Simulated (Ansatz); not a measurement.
**C₂H₇ClSi (SMILES CC[SiH2]Cl): single points off equilibrium**

The task here is to estimate one member of a computed series from the others.

The runs use Ansatz 0.2.0, Gaussian basis; single points in def2-TZVPP.

Correlated methods freeze the cores.

### The starting structure

11 atoms, charge 0, spin multiplicity 1.

Atoms are counted from 1 here; the program's logs count them from 0.

Bond lengths: C1–C2 1.567 Å, C1–H5 1.036 Å, C1–H6 1.023 Å, C1–H7 0.973 Å, C2–Si3 1.741 Å, C2–H8 1.154 Å, C2–H9 1.195 Å, Si3–Cl4 2.214 Å, Si3–H10 1.557 Å, Si3–H11 1.428 Å. Angles: C2–C1–H5 120.9°, C2–C1–H6 109.8°, C2–C1–H7 101.5°, H5–C1–H6 96.8°, H5–C1–H7 122.8°, H6–C1–H7 103.3°, C1–C2–Si3 105.1°, C1–C2–H8 105.8°, C1–C2–H9 107.0°, Si3–C2–H8 120.4°, Si3–C2–H9 105.8°, H8–C2–H9 111.9°, C2–Si3–Cl4 102.6°, C2–Si3–H10 110.8°, C2–Si3–H11 113.4°, Cl4–Si3–H10 92.2°, Cl4–Si3–H11 107.7°, H10–Si3–H11 125.2°.

Geometry (Å):

```
C     0.03830    1.43360    0.12770
C    -0.72020    0.06410    0.19560
Si    0.51790   -1.14830    0.02670
Cl   -0.65330   -3.02650   -0.03880
H    -0.48120    2.32460    0.03490
H     0.55330    1.50060   -0.75390
H     0.74100    1.29920    0.78740
H    -1.36560    0.10930    1.15110
H    -1.39000   -0.01410   -0.79140
H     0.95020   -1.29420   -1.46210
H     1.39620   -1.22380    1.15040
```

Set-up of the first run:

File run/in.yaml:

```yaml
crystal:
  periodic: [false, false, false]
  atoms:
    - {symbol: C, position_ang: [0.038300, 1.433600, 0.127700]}
    - {symbol: C, position_ang: [-0.720200, 0.064100, 0.195600]}
    - {symbol: Si, position_ang: [0.517900, -1.148300, 0.026700]}
    - {symbol: Cl, position_ang: [-0.653300, -3.026500, -0.038800]}
    - {symbol: H, position_ang: [-0.481200, 2.324600, 0.034900]}
    - {symbol: H, position_ang: [0.553300, 1.500600, -0.753900]}
    - {symbol: H, position_ang: [0.741000, 1.299200, 0.787400]}
    - {symbol: H, position_ang: [-1.365600, 0.109300, 1.151100]}
    - {symbol: H, position_ang: [-1.390000, -0.014100, -0.791400]}
    - {symbol: H, position_ang: [0.950200, -1.294200, -1.462100]}
    - {symbol: H, position_ang: [1.396200, -1.223800, 1.150400]}
basis:
  gaussian: {orbitals: def2-TZVPP}
correlation: {method: ccsd_t}
```

Command:

```console
ansatz run in.yaml --threads 8 --pin off --events-out ev --progress --plain --max-ram 10444MiB
```

Among the steps run: CCSD(T)/def2-TZVPP; PBE0-D4/def2-TZVPP; wB97M-V/def2-TZVPP; r2SCAN-D4/def2-TZVPP; PBE-D4/def2-TZVPP; BHLYP-D4/def2-TZVPP; LC-wPBE/def2-TZVPP.

One of the session's tables, all rows but one given; the rest of the session is left out.

| method | RMS force component (eV/Å) | dipole (D) |
| --- | --- | --- |
| PBE0-D4 | 2.070 | 3.58 |
| wB97M-V | 2.048 | 3.60 |
| r2SCAN-D4 | ? | ? |
| PBE-D4 | 2.044 | 3.44 |
| BHLYP-D4 | 2.061 | 3.71 |
| LC-wPBE | 2.109 | 3.68 |

Estimate the missing values for r2SCAN-D4.

The run gave: RMS force component (eV/Å): 2.031; dipole (D): 3.57. In the column «RMS force component (eV/Å)» it is the lowest.
